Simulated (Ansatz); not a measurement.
# SrVO3: the cost of one run

Computed with Ansatz 0.2.0 (DFT r2SCAN, scalar-relativistic, plane waves, PAW, unless a step's input says otherwise).

2 further runs of the same task are left out: 1 that didn't finish, 1 set aside as unsound or not needed.

### Step 1. The starting structure

Symmetry: Pm-3m, No. 221, cubic system. Conventional cell: a = 3.841 Å, b = 3.841 Å, c = 3.841 Å, α = 90.00°, β = 90.00°, γ = 90.00°. Sr (site symmetry m-3m) is surrounded by 12 O at 2.72 Å. V (site symmetry m-3m) has 6 O at 1.92 Å as nearest neighbours. O (site symmetry 4/mmm) is surrounded by 2 V at 1.92 Å and 4 Sr at 2.72 Å.

Coordinates:

```cif
data_structure
_symmetry_space_group_name_H-M 'P 1'
_symmetry_Int_Tables_number 1
_cell_length_a 3.8409
_cell_length_b 3.8409
_cell_length_c 3.8409
_cell_angle_alpha 90.000
_cell_angle_beta 90.000
_cell_angle_gamma 90.000
_cell_volume 56.66
loop_
_atom_site_label
_atom_site_type_symbol
_atom_site_fract_x
_atom_site_fract_y
_atom_site_fract_z
_atom_site_occupancy
Sr1 Sr 0.50000 0.50000 0.50000 1
V1 V 0.00000 0.00000 0.00000 1
O1 O 0.50000 0.00000 0.00000 1
O2 O 0.00000 0.50000 0.00000 1
O3 O 0.00000 0.00000 0.50000 1
```

This cell was relaxed beforehand with the same method: volume 11.33 Å³/atom, gap on the mesh none (metal), site moments up to 0.8 μB.

### Step 2. Point at V/V0 = 0.97

input.yaml reads:

```yaml
crystal:
  lattice:
    - [3.8021003776, 0.0, 0.0]
    - [0.0, 3.8021003776, 0.0]
    - [0.0, 0.0, 3.8021003776]
  atoms:
    - { symbol: Sr, position: [0.5, 0.5, 0.5] }
    - { symbol: V, position: [0.0, 0.0, 0.0], spin: 0.9 }
    - { symbol: O, position: [0.5, 0.0, 0.0] }
    - { symbol: O, position: [0.0, 0.5, 0.0] }
    - { symbol: O, position: [0.0, 0.0, 0.5] }
basis:
  ecutwfc: 500
kpoints:
  mp_grid: { grid: [10, 10, 10] }
hamiltonian:
  xc: r2scan
scf:
  occupations: { method: gaussian, width: 0.1 }
output:
  forces: true
  stress: true
  eigenvalues: true
  populations: true
magnetization:
  spin_polarized: true
```

Started as:

```
$ ansatz run input.yaml --threads 1 --pin off --max-ram 2560MiB --backend cpu --events-out ev --progress --plain --runs-dir out
```

Q: Estimate wall time and peak memory on 1 thread of Arm Neoverse N1, shared host.

About 69 s, with a peak of 0.56 GiB.
